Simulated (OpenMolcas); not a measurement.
# singlet C2H5BN− at 6 levels

Wanted: a comparison of 6 runs (M06-L/def2-SVPD, PBE0/def2-SVPD, SVWN5/def2-SVPD, r2SCAN/def2-SVPD, revPBE/def2-SVPD, CCSD(T)/def2-SVPD) of singlet C2H5BN−. 

The results are computed with OpenMolcas 26.06.

### 1 Starting point

C2H5BN− has 9 atoms, charge -1, and is taken as a singlet. SMILES of the parent species: `B[N]C=C`. The shape is that of a PBE0-D4/def2-TZVP optimisation. This is one conformer, not always the lowest. That shape belongs to the parent species and isn't relaxed for this state.

Bond lengths: B1–N2 1.342 Å, N2–C3 1.284 Å, C3–C4 1.392 Å, B1–H5 1.202 Å, B1–H6 1.202 Å, C3–H7 1.093 Å, C4–H8 1.082 Å, C4–H9 1.083 Å. Angles: B1–N2–C3 179.9°, N2–C3–C4 123.6°, N2–B1–H5 119.4°, N2–B1–H6 119.4°, N2–C3–H7 118.2°, C4–C3–H7 118.1°, C3–C4–H8 120.6°, C3–C4–H9 120.2°, H5–B1–H6 121.3°, H8–C4–H9 119.2°.

### 2 A single-point energy at M06-L/def2-SVPD (run 1)

Contents of input.xyz:

```xyz
9

B     -0.864600     1.674800    -0.110400
N     -0.486400     0.387700    -0.106200
C     -0.126200    -0.844400    -0.102100
C      1.161000    -1.270600     0.212300
H     -1.300900     2.164000     0.896800
H     -0.758900     2.316900    -1.120700
H     -0.871400    -1.601800    -0.359600
H      1.410600    -2.323300     0.200400
H      1.925400    -0.549500     0.472300
```

Contents of mol.input:

```
>>> EXPORT MOLCAS_PRINT=2

&GATEWAY
 BasLib=$CurrDir
 Coord=input.xyz
 Basis=def2-SVPD
 Group=NoSym

&SEWARD
 GridInput
 Grid=UltraFine
 End of Grid

&SCF
 Charge=-1
 KSDFT=M06L
 Thresholds=1e-10 1e-07 1e-07 1e-05
 PrOrbitals=1
```

The basis set def2-SVPD is read from a file made from the Basis Set Exchange's data (not shown).

Run with:

```sh
$ export MOLCAS_MEM=1860
$ pymolcas mol.input > mol.log
```

The program printed:

```text
--- Start Module: gateway ---
[...]
--- Stop Module: gateway /rc=_RC_ALL_IS_WELL_ ---
--- Start Module: seward ---
[...]
      Basis functions          120
--- Stop Module: seward /rc=_RC_ALL_IS_WELL_ ---
[...]
--- Start Module: scf ---
[...]
       Convergence after  22 Iterations
[...]
::    Total KS-DFT energy                            -158.6933489773
[...]
      Total spin, S                                     0.0000000000
[...]
      Total electronic charge=   30.000000
      Total            charge=   -1.000000
[...]
      Dipole Moment (debye):
      Origin of the operator (angstrom)=   -0.0648   -0.0279   -0.0239
                   X= -2.9613E-01               Y= -1.7305E+00               Z= -2.1033E-01           Total=  1.7682E+00
      Center of Charge (angstrom)
[...]
--- Stop Module: scf /rc=_RC_ALL_IS_WELL_ ---
[...]
```

It took 2.1 min on 1 thread of Arm Neoverse V1, shared host; peak memory 0.76 GiB.

### 3 The energy at PBE0/def2-SVPD (run 2)

Contents of run.input:

```
&GATEWAY
 BasLib=$CurrDir
 Coord
 9
 angstrom
 B       -0.864600       1.674800      -0.110400
 N       -0.486400       0.387700      -0.106200
 C       -0.126200      -0.844400      -0.102100
 C        1.161000      -1.270600       0.212300
 H       -1.300900       2.164000       0.896800
 H       -0.758900       2.316900      -1.120700
 H       -0.871400      -1.601800      -0.359600
 H        1.410600      -2.323300       0.200400
 H        1.925400      -0.549500       0.472300
 Basis=def2-SVPD
 Group=NoSym

&SEWARD
 GridInput
 Grid=UltraFine
 End of Grid

&SCF
 Charge=-1
 KSDFT=PBE0
 Thresholds=1e-10 1e-07 1e-07 1e-05
 PrOrbitals=1 1
```

The basis set def2-SVPD is read from a file made from the Basis Set Exchange's data (not shown).

Run with:

```sh
$ export MOLCAS_MEM=1860
$ pymolcas run.input > run.log
```

The program printed:

```text
--- Start Module: gateway ---
[...]
--- Stop Module: gateway /rc=_RC_ALL_IS_WELL_ ---
--- Start Module: seward ---
[...]
      Basis functions          120
--- Stop Module: seward /rc=_RC_ALL_IS_WELL_ ---
[...]
--- Start Module: scf ---
[...]
       Convergence after  19 Iterations
[...]
::    Total KS-DFT energy                            -158.5160089305
[...]
      Total spin, S                                     0.0000000000
[...]
      Total electronic charge=   30.000000
      Total            charge=   -1.000000
[...]
      Dipole Moment (debye):
      Origin of the operator (angstrom)=   -0.0648   -0.0279   -0.0239
                   X= -2.6233E-01               Y= -1.7782E+00               Z= -2.0478E-01           Total=  1.8091E+00
      Center of Charge (angstrom)
[...]
--- Stop Module: scf /rc=_RC_ALL_IS_WELL_ ---
[...]
```

It took 82 s on 1 thread of Arm Neoverse V1, shared host; peak memory 0.76 GiB.

### 4 The energy at SVWN5/def2-SVPD (run 3)

Contents of run.inp:

```
&GATEWAY
BasLib=$CurrDir
Coord
9
angstrom
B       -0.864600       1.674800      -0.110400
N       -0.486400       0.387700      -0.106200
C       -0.126200      -0.844400      -0.102100
C        1.161000      -1.270600       0.212300
H       -1.300900       2.164000       0.896800
H       -0.758900       2.316900      -1.120700
H       -0.871400      -1.601800      -0.359600
H        1.410600      -2.323300       0.200400
H        1.925400      -0.549500       0.472300
Basis=def2-SVPD
Group=NoSym
&SEWARD
GridInput
Grid=UltraFine
End of Grid
&SCF
Charge=-1
KSDFT=SVWN5
Thresholds=1e-10 1e-07 1e-07 1e-05
PrOrbitals=1
```

The basis set def2-SVPD is read from a file made from the Basis Set Exchange's data (not shown).

Run with:

```sh
$ export MOLCAS_MEM=1860
$ pymolcas run.inp > run.log
```

The program printed:

```text
--- Start Module: gateway ---
[...]
--- Stop Module: gateway /rc=_RC_ALL_IS_WELL_ ---
--- Start Module: seward ---
[...]
      Basis functions          120
--- Stop Module: seward /rc=_RC_ALL_IS_WELL_ ---
[...]
--- Start Module: scf ---
[...]
       Convergence after  23 Iterations
[...]
::    Total KS-DFT energy                            -157.2539852205
[...]
      Total spin, S                                     0.0000000000
[...]
      Total electronic charge=   30.000000
      Total            charge=   -1.000000
[...]
      Dipole Moment (debye):
      Origin of the operator (angstrom)=   -0.0648   -0.0279   -0.0239
                   X= -2.0742E-01               Y= -1.8764E+00               Z= -1.9747E-01           Total=  1.8981E+00
      Center of Charge (angstrom)
[...]
--- Stop Module: scf /rc=_RC_ALL_IS_WELL_ ---
[...]
```

Wall time 63 s (1 thread of Arm Neoverse V1, shared host); peak memory 0.76 GiB.

Runs 4 to 5 aren't shown in full; the table further down has their settings and results.

### 5 The energy at CCSD(T)/def2-SVPD (Cholesky decomposition) (run 6)

Contents of calc.input:

```
>>> EXPORT MOLCAS_PRINT=2
&gateway
baslib=$CurrDir
coord
9
angstrom
B       -0.864600       1.674800      -0.110400
N       -0.486400       0.387700      -0.106200
C       -0.126200      -0.844400      -0.102100
C        1.161000      -1.270600       0.212300
H       -1.300900       2.164000       0.896800
H       -0.758900       2.316900      -1.120700
H       -0.871400      -1.601800      -0.359600
H        1.410600      -2.323300       0.200400
H        1.925400      -0.549500       0.472300
basis=def2-SVPD
group=NoSym
&seward
high
&scf
charge=-1
thresholds=1e-10 1e-07 1e-07 1e-05
prorbitals=0
&chcc
frozen=4
threshold=1e-08
maxiterations=80
&cht3
frozen=4
```

The basis set def2-SVPD is read from a file made from the Basis Set Exchange's data (not shown).

Run with:

```sh
$ export MOLCAS_MEM=1860
$ pymolcas calc.input > calc.log
```

The program printed:

```text
--- Start Module: gateway ---
[...]
--- Stop Module: gateway /rc=_RC_ALL_IS_WELL_ ---
[...]
      Basis functions          120
[...]
       Convergence after  17 Iterations
[...]
::    Total SCF energy                               -157.6342809326
[...]
      Total spin, S                                     0.0000000000
[...]
      Total electronic charge=   30.000000
      Total            charge=   -1.000000
[...]
      Dipole Moment (debye):
      Origin of the operator (angstrom)=   -0.0648   -0.0279   -0.0239
                   X= -5.0057E-01               Y= -1.5539E+00               Z= -2.5180E-01           Total=  1.6518E+00
      Center of Charge (angstrom)
[...]
--- Start Module: chcc ---
[...]
--- Stop Module: chcc /rc=_RC_ALL_IS_WELL_ ---
[...]
--- Start Module: cht3 ---
[...]
--- Stop Module: cht3 /rc=_RC_ALL_IS_WELL_ ---
[...]
```

Run time: 18 min. Hardware: 1 thread of Arm Neoverse V1, shared host; peak memory 0.31 GiB.

### 6 All runs side by side

```tsv
run	level	integral approximation	integration grid	energy (Eh)	HOMO energy (eV)	LUMO energy (eV)	HOMO–LUMO gap (eV)	wall time
1	M06-L/def2-SVPD	none	UltraFine	-158.693349	1.32	4.74	3.41	2.1 min
2	PBE0/def2-SVPD	none	UltraFine	-158.516009	0.49	4.71	4.23	82 s
3	SVWN5/def2-SVPD	none	UltraFine	-157.253985	1.27	4.07	2.80	63 s
4	r2SCAN/def2-SVPD	none	UltraFine	-158.613100	1.31	4.72	3.41	2 min
5	revPBE/def2-SVPD	none	UltraFine	-158.673656	1.52	4.17	2.65	86 s
6	CCSD(T)/def2-SVPD (Cholesky decomposition)	CD high	–	-158.260356	-1.71	5.98	7.69	18 min
```

### 7 Outcome

| quantity | value |
| --- | --- |
| run 6: total energy | -158.26036 Eh |
| run 6: HOMO energy (Hartree–Fock orbitals) | -1.71 eV |
| run 6: LUMO energy (Hartree–Fock orbitals) | 5.98 eV |
| run 6: HOMO–LUMO gap (to an unbound level, set by the basis) | 7.69 eV |
| run 6: correlation energy (4 core orbitals frozen) | -626.1 mEh |
| run 6: (T) correction | -25.76 mEh |

**Reading.** Over runs 1, 2, 3, 4, 5 the HOMO–LUMO gap runs from 2.65 eV (revPBE/def2-SVPD) to 4.23 eV (PBE0/def2-SVPD). The empty levels of an anion lie above zero and hang on the basis. Totals of different functionals can't be ranked against each other. In runs 1, 2, 3, 4, 5 the HOMO lies above zero, so the outermost electron may be held by the basis alone. All runs together took 26 min, the longest 18 min.
